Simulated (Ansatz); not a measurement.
# Cd5Te3Se2: what a guessed cell relaxes into, part 2 of 2

Where does this trial cell of Cd5Te3Se2 go when cell and atoms are let free?

Ansatz 0.2.0; DFT PBE, scalar-relativistic, plane waves, PAW. The steps go on from the part before.

### 4 Full relaxation

The end of the coarse run is made exact in the group found at a tolerance of 0.06 Å and reduced to its primitive cell.

Contents of input.yaml:

```yaml
crystal:
  lattice:
    - [-2.2821093005, 2.2821093005, 16.0888726842]
    - [2.2821093005, -2.2821093005, 16.0888726842]
    - [2.2821093005, 2.2821093005, -16.0888726842]
  atoms:
    - { symbol: Cd, position: [0.8026535852, 0.8026535852, 0.0] }
    - { symbol: Cd, position: [0.3943754236, 0.3943754236, 0.0] }
    - { symbol: Cd, position: [0.0, 0.0, 0.0] }
    - { symbol: Cd, position: [0.6056245764, 0.6056245764, 0.0] }
    - { symbol: Cd, position: [0.1973464148, 0.1973464148, 0.0] }
    - { symbol: Te, position: [0.947137997, 0.447137997, 0.5] }
    - { symbol: Te, position: [0.552862003, 0.052862003, 0.5] }
    - { symbol: Te, position: [0.75, 0.25, 0.5] }
    - { symbol: Se, position: [0.3485437265, 0.8485437265, 0.5] }
    - { symbol: Se, position: [0.1514562735, 0.6514562735, 0.5] }
basis:
  ecutwfc: 420
kpoints:
  mp_grid: { grid: [12, 12, 12] }
hamiltonian:
  xc: pbe
scf:
  occupations: { method: gaussian, width: 0.02 }
output:
  forces: true
  stress: true
  eigenvalues: true
relax:
  adjacent_minimum: "off"
  f_tol: 0.01
  max_steps: 80
  cell: { stress_tol: 0.05 }
```

The run is started by

```bash
> ansatz run input.yaml --threads 4 --pin off --max-ram 8192MiB --backend cpu --events-out ev --progress --plain --runs-dir out
```

The program printed:

```text
Warning: RAYON_NUM_THREADS=4 ignored (pool sized by the plan → 4); use --threads N
basis.fft_grid_basis auto: the FFT boxes are laid along the combinations [[1, 0, 1], [0, 1, 1], [0, 0, 1]] of the cell's own vectors, 4.564, 4.564 and 16.409 Å long. The dense box has 32×32×120 points. Along the cell's own vectors, as sized, it would have 120×120×120, 14.06 times as many. Of the 8 symmetry operations that the crystal satisfies within crystal.symmetry.tolerance (time reversal apart; of a slab, those that keep its plane) the dense box along the cell's own vectors carries 8, and the one as laid loses 6 of those. basis.fft_grid_basis: typed keeps the cell's own vectors: state it where this run's energies or levels are differenced outside the engine with another run's, or held beside a run that keeps those vectors.
Engine: ansatz 0.2.0, x86_64-unknown-linux-gnu
Pseudopotentials: kind: paw
Pseudopotential: Cd, paw, valence charge 20, recommended cutoff 420 eV (normal), Cd.paw.azcp
Pseudopotential: Te, paw, valence charge 16, recommended cutoff 420 eV (normal), Te.paw.azcp
Pseudopotential: Se, paw, valence charge 16, recommended cutoff 420 eV (normal), Se.paw.azcp
Functional definition: PBE
  parameter kappa = 0.804
  parameter beta = 0.06672455060314922
  exchange = pbe_x(kappa = kappa, mu = beta*pi^2/3)
  correlation = pbe_c(beta = beta)
Crystal: 10 atoms, lattice volume = 335.165 Å³
Basis set: ecut = 420 eV, 6581 PW (Γ), FFT grids on a1+a3, a2+a3, a3, exchange–correlation on 64×64×240 points (8 copies of the dense FFT grid, shifted against one another)
Bands: 108, of which v1, the nominal top of the filled ones, is band 90 counted from 1 (89 counted from 0)
Symmetry: 8 space group operations
Space group: I-4m2 (ITA 119), of the structure as read, at distance tolerance 6.9e-5 Å
k-points: 163 of 1728 (time reversal used)
Non-local potential: Cd, projectors of the file, l = 0: 3, l = 1: 2, l = 2: 2, l = 3: 1
Non-local potential: Te, projectors of the file, l = 0: 2, l = 1: 2, l = 2: 2, l = 3: 2
Non-local potential: Se, projectors of the file, l = 0: 2, l = 1: 2, l = 2: 3, l = 3: 1
PAW form: soft (Blöchl's): semilocal exchange-correlation on the pseudo side does not see the compensation charge
PAW one-centre angular grid: Cd, 590 points (default); XC on 64 Gauss nodes
PAW one-centre angular grid: Te, 590 points (default); XC on 64 Gauss nodes
PAW one-centre angular grid: Se, 590 points (default); XC on 64 Gauss nodes
Initial density: superposition of atomic densities (neutral atoms: chi_scale 0, normalization atom), corrected by the library's trained network
Initial wavefunctions: pseudopotential atomic-orbital guess
Functional: x = pbe(κ = 0.804, μ = 0.2195149727645171), c = pbe(β = 0.06672455060314922)
SCF iter   1: F=—  HF=-73155.491606 eV  |F-HF|=—  |Δ(HF+E_count)|=         —  Δρ=1.36e-3  dr2=1.57e-2  ethr=1.77e-3  ⟨swp⟩=6.3  Hψ=64156  notcnv=0  defer=297
preconditioner: auto → Resta (q_TF=auto, 2.460 Å⁻¹)  ε∞=4.0  [insulator: Δε(μ)=0.414 eV  Ē_g=11.176 eV  σ=0.020 eV  W_gap=1.00  n_scr=80 (ndim 8)  ℏωp=19.2 eV  f_vac=0.210  D(μ)=0.00/eV (n_scr^D=0)  ε∞_Penn≈4.0]
SCF iter   2: F=—  HF=-73155.490592 eV  |F-HF|=—  |Δ(HF+E_count)|=   1.01e-3  Δρ=7.12e-4  dr2=3.85e-3  ethr=8.70e-6  ⟨swp⟩=2.2  Hψ=28762  notcnv=0  defer=1914
SCF iter   3: F=—  HF=-73155.490518 eV  |F-HF|=—  |Δ(HF+E_count)|=   7.44e-5  Δρ=2.51e-4  dr2=3.24e-4  ethr=2.14e-6  ⟨swp⟩=2.0  Hψ=23657  notcnv=0  defer=1914
SCF iter   4: F=—  HF=-73155.490673 eV  |F-HF|=—  |Δ(HF+E_count)|=   1.56e-4  Δρ=1.10e-4  dr2=7.72e-5  ethr=1.80e-7  ⟨swp⟩=2.0  Hψ=23025  notcnv=0  defer=1914
SCF iter   5: F=—  HF=-73155.490896 eV  |F-HF|=—  |Δ(HF+E_count)|=   2.23e-4  Δρ=3.32e-5  dr2=6.76e-6  ethr=4.29e-8  ⟨swp⟩=2.0  Hψ=22977  notcnv=0  defer=1914
SCF iter   6: F=—  HF=-73155.490907 eV  |F-HF|=—  |Δ(HF+E_count)|=   1.06e-5  Δρ=1.05e-5  dr2=5.16e-7  ethr=3.75e-9  ⟨swp⟩=2.0  Hψ=23025  notcnv=0  defer=1914
SCF iter   7: F=-73155.490908 eV  HF=-73155.490908 eV  |F-HF|=3.46e-8  |Δ(HF+E_count)|=   1.36e-6  Δρ=4.09e-6  dr2=7.09e-8  ethr=5.56e-11  ⟨swp⟩=11.3  Hψ=89429  notcnv=0
SCF 1 converged in 7 iterations: F = -73155.490908 eV  dr2 = 7.09e-8
relax step   1: F+E_penalty+E_count = -73155.49090798 eV  Δ(F+E_penalty+E_count) = +0.000e0 eV  max|allowed force component| = 3.496e-3 eV/Å  Δτ_max = 0.0000 Å  P = +0.028 GPa  Ω = 335.165 Å³  (7 SCF iters, dr2 threshold 1.00e-7 eV, accepted)
Initial density: handed on by an earlier stage of this run
Initial wavefunctions: pseudopotential atomic-orbital guess (no wavefunctions were taken with the density)
iter 1 solved again at ethr=1.18e-7 eV; its pass at ethr=3.10e-3 eV (dr2=2.13e-4 eV) is discarded
SCF iter   1: F=—  HF=-73155.490813 eV  |F-HF|=—  |Δ(HF+E_count)|=         —  Δρ=4.19e-6  dr2=7.00e-8  ethr=1.18e-7  ⟨swp⟩=4.0  Hψ=115011  notcnv=0
eigensolver tolerance schedule: the retry pair's looser diagonalisation over-reported the residual by 3038.59 of it (diagonalisation noise at 0.13 of the residual, at the tolerance the schedule requests for it); recorded, not acted on — ethr = c·dr2/N_el stays at c = 1.0e-1
preconditioner: auto → Resta (q_TF=auto, 2.460 Å⁻¹)  ε∞=4.0  [insulator: Δε(μ)=0.428 eV  Ē_g=11.165 eV  σ=0.020 eV  W_gap=1.00  n_scr=80 (ndim 8)  ℏωp=19.2 eV  f_vac=0.207  D(μ)=0.00/eV (n_scr^D=0)  ε∞_Penn≈4.0]
SCF iter   2: F=—  HF=-73155.490908 eV  |F-HF|=—  |Δ(HF+E_count)|=   9.54e-5  Δρ=1.88e-6  dr2=1.82e-8  ethr=3.89e-11  ⟨swp⟩=3.0  Hψ=37126  notcnv=0
SCF iter   3: F=—  HF=-73155.490908 eV  |F-HF|=—  |Δ(HF+E_count)|=   3.39e-8  Δρ=1.09e-6  dr2=7.38e-9  ethr=1.01e-11  ⟨swp⟩=2.0  Hψ=21289  notcnv=0
SCF iter   4: F=—  HF=-73155.490908 eV  |F-HF|=—  |Δ(HF+E_count)|=   2.45e-8  Δρ=2.63e-7  dr2=5.06e-10  ethr=4.10e-12  ⟨swp⟩=2.0  Hψ=24931  notcnv=0
SCF iter   5: F=-73155.490908 eV  HF=-73155.490908 eV  |F-HF|=1.16e-10  |Δ(HF+E_count)|=  6.98e-10  Δρ=1.25e-7  dr2=9.26e-11  ethr=1.00e-12  ⟨swp⟩=5.3  Hψ=58156  notcnv=0
SCF 2 converged in 5 iterations: F = -73155.490908 eV  dr2 = 9.26e-11
relax step   2: F+E_penalty+E_count = -73155.49090803 eV  Δ(F+E_penalty+E_count) = -5.306e-8 eV  max|allowed force component| = 3.511e-3 eV/Å  Δτ_max = 0.0000 Å  P = +0.028 GPa  Ω = 335.165 Å³  stress off target by 2.99e-2 GPa  SCF on the basis re-selected at this cell (its energy is not comparable with the rows above)  (5 SCF iters)
basis re-selected at this cell: Δ(F+E_penalty+E_count) = -5.306e-8 eV, ΔP = +0.000 GPa vs the last step (what re-selecting the basis moved, of the pressure what is left beyond the Pulay correction that the steps carried, after the strain that the cell walked since its last selection, with what the two solves' SCF thresholds leave and, on support functions, any second-order correction that the steps lacked; it is no measure of the basis error at this ecutwfc). This SCF's stress stands 2.99e-2 GPa from its target on what of the cell is left free (relax.cell.stress_tol is 5.00e-2 GPa) and its largest allowed force component is 3.51e-3 eV/Å (relax.f_tol is 1.00e-2 eV/Å): within both
SCF converged after 5 iterations
Free energy (F): -73155.490908 eV
Harris-Foulkes:  -73155.490908 eV  (|F-HF|=1.16e-10)
Internal energy: -73155.490908 eV  (E = F + TS)
E sigma→0 (E₀):  -73155.490908 eV
Fermi energy:    6.944277 eV
--- Per-component energies (eV) ---
  E_band       = -4269.070869
  E_kinetic    = 3299.031973
  E_local      = -29843.365886  (includes V_loc(G=0)·N_el)
  E_nonlocal   = -1954.263066
  E_hartree    = 14624.616935
  E_xc         = -1462.331756
  E_vxc        = -1613.266082  (∫ρ·V_xc dr)
  E_paw        = -38228.129001  (= ΣΔE_a)
  E_vpaw       = -3406.440523  (= ΣTr[D̂ρ^β])
  E_aug_tail   = -0.001732  (compensation charges beyond the density's cutoff)
  E_ewald      = -19591.048377
  E_smearing   = -0.000000  (= −TS)
  E_closure    = -0.000000  (closes the sum)
  Σ components = -73155.490908   (vs F -73155.490908, Δ=0.00e0)
--- Forces (eV/Å), atoms counted from 1 ---
  atom   1  Cd     0.00000000     0.00000000     0.00276923
  atom   2  Cd    -0.00000000     0.00000000    -0.00351146
  atom   3  Cd    -0.00000000     0.00000000     0.00000000
  atom   4  Cd    -0.00000000     0.00000000     0.00351146
  atom   5  Cd    -0.00000000     0.00000000    -0.00276923
  atom   6  Te    -0.00000000     0.00000000     0.00130924
  atom   7  Te     0.00000000     0.00000000    -0.00130924
  atom   8  Te     0.00000000     0.00000000    -0.00000000
  atom   9  Se     0.00000000     0.00000000    -0.00203522
  atom  10  Se    -0.00000000     0.00000000     0.00203522
  max |Σ_I F_I| component: 1.56e-17 eV/Å
--- Stress (GPa, compression-positive) ---
        0.029923       0.000000      -0.000000
        0.000000       0.029923       0.000000
       -0.000000       0.000000       0.024461
  P = ⅓ Tr σ = 0.0281 GPa (0.281 kbar)
--- Band table (eV; the first three rows and the last of 163) ---
  k-point 0: bands = ["-95.1857", "-95.1399", "-95.1399", "-95.1376", "-95.1376", "-56.2514", "-56.2514", "-56.2409", "-56.2166", "-56.2166", "-56.2145", "-56.2145", "-56.2089", "-56.2089", "-56.2063", "-56.2063", "-56.1896", "-56.1896", "-56.1873", "-56.1873", "-40.1108", "-40.1108", "-40.1081", "-40.1081", "-40.0924", "-40.0924", "-40.0923", "-40.0923", "-40.0843", "-40.0843", "-29.0903", "-29.0903", "-29.0883", "-29.0883", "-29.0867", "-29.0867", "-29.0777", "-29.0775", "-29.0742", "-29.0742", "-29.0720", "-29.0711", "-29.0710", "-29.0607", "-29.0539", "-5.5448", "-5.5307", "-3.9803", "-3.8532", "-3.7525", "-1.2959", "-1.2959", "-1.2915", "-1.2493", "-1.2493", "-1.2399", "-1.2399", "-1.1941", "-1.1751", "-1.1523", "-1.1523", "-1.1434", "-1.1407", "-1.1373", "-1.1373", "-1.0769", "-1.0643", "-1.0393", "-1.0330", "-1.0330", "-1.0287", "-1.0025", "-0.9972", "-0.7672", "-0.7520", "2.9556", "3.0666", "4.5215", "4.7665", "4.9807", "4.9807", "5.0916", "5.0916", "5.8930", "5.8930", "6.2000", "6.2000", "6.6535", "6.7298", "6.7298", "7.1581", "9.1985", "9.3006", "9.7098", "9.7484", "9.8643", "9.8863", "10.5429", "10.7496", "11.8004", "11.8004", "11.8132", "12.7476", "12.7476", "13.1598", "13.1598", "13.9749", "14.1558"]
  k-point 1: bands = ["-95.1857", "-95.1399", "-95.1399", "-95.1376", "-95.1376", "-56.2514", "-56.2514", "-56.2409", "-56.2166", "-56.2166", "-56.2145", "-56.2145", "-56.2089", "-56.2089", "-56.2063", "-56.2063", "-56.1896", "-56.1896", "-56.1873", "-56.1873", "-40.1108", "-40.1108", "-40.1081", "-40.1081", "-40.0924", "-40.0924", "-40.0923", "-40.0923", "-40.0843", "-40.0843", "-29.0903", "-29.0902", "-29.0883", "-29.0883", "-29.0867", "-29.0867", "-29.0776", "-29.0774", "-29.0742", "-29.0742", "-29.0720", "-29.0711", "-29.0710", "-29.0607", "-29.0540", "-5.5301", "-5.5177", "-3.9557", "-3.8379", "-3.7441", "-1.2862", "-1.2828", "-1.2773", "-1.2559", "-1.2505", "-1.2411", "-1.2406", "-1.1670", "-1.1643", "-1.1568", "-1.1546", "-1.1503", "-1.1361", "-1.1217", "-1.1133", "-1.0731", "-1.0651", "-1.0379", "-1.0326", "-1.0324", "-1.0239", "-1.0050", "-1.0009", "-0.7400", "-0.7273", "2.9423", "3.0430", "4.2417", "4.4994", "4.8742", "4.9240", "5.0084", "5.1222", "5.7346", "5.9579", "5.9583", "6.0786", "6.3231", "6.5077", "6.5720", "7.9469", "9.2141", "9.3584", "9.9622", "10.0388", "10.1119", "10.1591", "10.8663", "11.0274", "11.4760", "12.0074", "12.0332", "12.5555", "12.6195", "12.9086", "13.0185", "13.8388", "13.9045"]
  k-point 2: bands = ["-95.1857", "-95.1399", "-95.1399", "-95.1376", "-95.1376", "-56.2514", "-56.2514", "-56.2409", "-56.2166", "-56.2166", "-56.2145", "-56.2145", "-56.2089", "-56.2089", "-56.2063", "-56.2063", "-56.1896", "-56.1896", "-56.1873", "-56.1873", "-40.1108", "-40.1108", "-40.1081", "-40.1081", "-40.0924", "-40.0924", "-40.0923", "-40.0923", "-40.0843", "-40.0843", "-29.0904", "-29.0902", "-29.0884", "-29.0883", "-29.0866", "-29.0866", "-29.0774", "-29.0773", "-29.0743", "-29.0743", "-29.0719", "-29.0712", "-29.0710", "-29.0605", "-29.0540", "-5.4910", "-5.4826", "-3.8889", "-3.7955", "-3.7210", "-1.2631", "-1.2593", "-1.2482", "-1.2432", "-1.2353", "-1.2349", "-1.2202", "-1.1829", "-1.1733", "-1.1723", "-1.1621", "-1.0973", "-1.0866", "-1.0830", "-1.0780", "-1.0717", "-1.0425", "-1.0415", "-1.0397", "-1.0227", "-1.0123", "-0.9940", "-0.9937", "-0.6793", "-0.6743", "2.9077", "2.9783", "3.7646", "3.9997", "4.6183", "4.6390", "4.8709", "5.1300", "5.1918", "5.3839", "5.5713", "6.1446", "6.1606", "6.2296", "6.3593", "8.8726", "9.3064", "9.5535", "10.4560", "10.5253", "10.7595", "10.9564", "11.0371", "11.6567", "11.6781", "12.2794", "12.4485", "12.4959", "12.5181", "12.6022", "12.7618", "12.8138", "12.9295"]
  k-point 162: bands = ["-95.1857", "-95.1399", "-95.1399", "-95.1376", "-95.1376", "-56.2514", "-56.2514", "-56.2409", "-56.2166", "-56.2166", "-56.2145", "-56.2145", "-56.2089", "-56.2089", "-56.2063", "-56.2063", "-56.1896", "-56.1896", "-56.1873", "-56.1873", "-40.1108", "-40.1108", "-40.1081", "-40.1081", "-40.0924", "-40.0924", "-40.0923", "-40.0923", "-40.0843", "-40.0843", "-29.0902", "-29.0902", "-29.0883", "-29.0883", "-29.0867", "-29.0867", "-29.0777", "-29.0775", "-29.0742", "-29.0742", "-29.0720", "-29.0711", "-29.0710", "-29.0607", "-29.0539", "-5.5440", "-5.5315", "-3.9798", "-3.8538", "-3.7523", "-1.2832", "-1.2832", "-1.2809", "-1.2809", "-1.2714", "-1.2571", "-1.2077", "-1.2077", "-1.1758", "-1.1758", "-1.1482", "-1.1337", "-1.1332", "-1.1270", "-1.1270", "-1.0664", "-1.0643", "-1.0409", "-1.0338", "-1.0278", "-1.0031", "-0.9969", "-0.9655", "-0.9359", "-0.6584", "2.7413", "3.5782", "3.8364", "4.9208", "4.9208", "5.2113", "5.2113", "5.6685", "5.7087", "5.7087", "5.7406", "6.4605", "6.4605", "6.5911", "6.5911", "8.1212", "8.2093", "9.6658", "9.6999", "9.7626", "9.8993", "10.0122", "10.2252", "11.3128", "11.4232", "12.0158", "12.0158", "12.2283", "12.2283", "13.8688", "13.8688", "13.8805", "13.8970"]
--- Relaxed structure (1 steps of the walk, 1 accepted, 1 SCFs on fresh bases) ---
  F+E_penalty+E_count = -73155.49090803 eV   max|allowed force component| = 3.511e-3 eV/Å   (the final SCF, on the basis selected at the relaxed cell)
  cell:  # Å, volume = 335.1649 Å³
    - [-2.2821093005, 2.2821093005, 16.0888726842]
    - [2.2821093005, -2.2821093005, 16.0888726842]
    - [2.2821093005, 2.2821093005, -16.0888726842]
  atoms:
    - { symbol: Cd, position: [0.8026535851999999, 0.8026535851999999, 0.0] }
    - { symbol: Cd, position: [0.39437542359999994, 0.39437542359999994, 0.0] }
    - { symbol: Cd, position: [0.0, 0.0, 0.0] }
    - { symbol: Cd, position: [0.6056245763999999, 0.6056245763999999, 0.0] }
    - { symbol: Cd, position: [0.19734641479999998, 0.19734641479999998, 0.0] }
    - { symbol: Te, position: [0.947137997, 0.447137997, 0.5] }
    - { symbol: Te, position: [0.552862003, 0.05286200299999994, 0.5] }
    - { symbol: Te, position: [0.75, 0.24999999999999997, 0.5] }
    - { symbol: Se, position: [0.3485437264999999, 0.8485437264999999, 0.5] }
    - { symbol: Se, position: [0.1514562735, 0.6514562735, 0.5] }
```

It took 4.8 min on 4 threads of AMD EPYC 7R43 (Zen 3), shared host; peak memory 3.8 GiB.

Relaxation path:

```csv
step,E - E(step 1) (eV/cell),largest force component (eV/Å),pressure (GPa),volume (Å³)
1,0.0000,0.0035,0.03,335.16
2,0.0000,0.0035,0.03,335.16
```

Step 1 is the start. Step 2 repeats the geometry before it on a plane-wave basis chosen anew for that cell, so its energy need not be comparable with the rows above.

Lengths and angles in the start's conventional setting:

|  | before | after | change |
| --- | --- | --- | --- |
| a (Å) | 4.564 | 4.564 | 0.0 % |
| b (Å) | 4.564 | 4.564 | 0.0 % |
| c (Å) | 32.178 | 32.178 | 0.0 % |
| volume (Å³/atom) | 33.52 | 33.52 | 0.0 % |
| shortest distance (Å) | 2.717 | 2.717 | 0.0 % |
| space group (0.01 Å) | I-4m2 | I-4m2 | same |

The run keeps the 8 symmetry operations of the start, so it could not have lowered the symmetry.

### 5 Variant: occupations.method cold, occupations.width 0.05

input.yaml, as its differences from that of step 4:

```diff
@@ -23,11 +23,6 @@
 scf:
-  occupations: { method: gaussian, width: 0.02 }
+  occupations: { method: cold, width: 0.05 }
 output:
   forces: true
+  eigenvalues: true
   stress: true
-  eigenvalues: true
-relax:
-  adjacent_minimum: "off"
-  f_tol: 0.01
-  max_steps: 80
-  cell: { stress_tol: 0.05 }
```

The run is started by

```bash
> ansatz run input.yaml --threads 4 --pin off --max-ram 8192MiB --backend cpu --events-out ev --progress --plain --runs-dir out
```

The program printed, cut to the lines that bear on the results:

```text
Warning: RAYON_NUM_THREADS=4 ignored (pool sized by the plan → 4); use --threads N
[...]
[... 5 set-up lines as earlier in the session ...]
[...]
Crystal: 10 atoms, lattice volume = 335.165 Å³
Basis set: ecut = 420 eV, 6581 PW (Γ), FFT grids on a1+a3, a2+a3, a3, exchange–correlation on 64×64×240 points (8 copies of the dense FFT grid, shifted against one another)
Bands: 108, of which v1, the nominal top of the filled ones, is band 90 counted from 1 (89 counted from 0)
[... 2 set-up lines as earlier in the session ...]
k-points: 163 of 1728 (time reversal used)
[...]
Fermi energy:    6.982639 eV
Step filling:    the computed levels leave a gap of 0.4283 eV = 8.6 smearing widths at the electron count; against every level under it full and every level over it empty, smearing changes F+E_penalty+E_count by -4.83e-12 meV and its σ→0 estimate by -2.44e-10 meV
[...]
--- Forces (eV/Å), atoms counted from 1 ---
  atom   1  Cd     0.00000000    -0.00000000     0.00275735
  atom   2  Cd     0.00000000     0.00000000    -0.00349486
  atom   3  Cd    -0.00000000     0.00000000     0.00000000
  atom   4  Cd    -0.00000000     0.00000000     0.00349486
  atom   5  Cd    -0.00000000     0.00000000    -0.00275735
  atom   6  Te    -0.00000000     0.00000000     0.00128931
  atom   7  Te     0.00000000     0.00000000    -0.00128931
  atom   8  Te     0.00000000     0.00000000     0.00000000
[...]
--- Stress (GPa, compression-positive) ---
        0.029909       0.000000       0.000000
        0.000000       0.029909       0.000000
        0.000000       0.000000       0.024412
  P = ⅓ Tr σ = 0.0281 GPa (0.281 kbar)
--- Band table (eV; the first three rows and the last of 163) ---
[...]
```

It took 1.8 min on 4 threads of AMD EPYC 7R43 (Zen 3), shared host; peak memory 3.8 GiB.

| run | ending | energy change | pressure (GPa) | gap (eV) | force (eV/Å) | cycles | time |
| --- | --- | --- | --- | --- | --- | --- | --- |
| step 4 | converged | 0 | 0.0 | 0.43 | 0.00 | - | 4.8 min |
| variant | converged | 0.0 meV/atom (σ→0) | 0.0 | 0.43 | 0.00 | 7 | 1.8 min |

The changed input (smearing) leaves the energy the same to the digits printed.

### 6 Outcome

What follows sums up all 2 parts. Changes of volume or cell count from the first structure of part 1.

| quantity | value |
| --- | --- |
| symmetry at the end (tolerance 0.02 Å) | space group I-4m2 (No. 119) |
| conventional cell | a = 4.564 Å, b = 4.564 Å, c = 32.178 Å, α = 90.00°, β = 90.00°, γ = 90.00° |
| volume | 33.52 Å³/atom |
| energy over the elements | -0.52 eV/atom |
| gap on the mesh | 0.43 eV |

What this shows: The space group I-4m2 (No. 119) is kept, and the volume per atom grows by 19.6 % from the first guess. It lies below the elements, which doesn't yet make it stable: competing phases were not computed in this session. No finished test with a distortion of lower symmetry is shown, so the end may be a saddle point. Spin-orbit coupling is left out, which matters for the bands of Te.
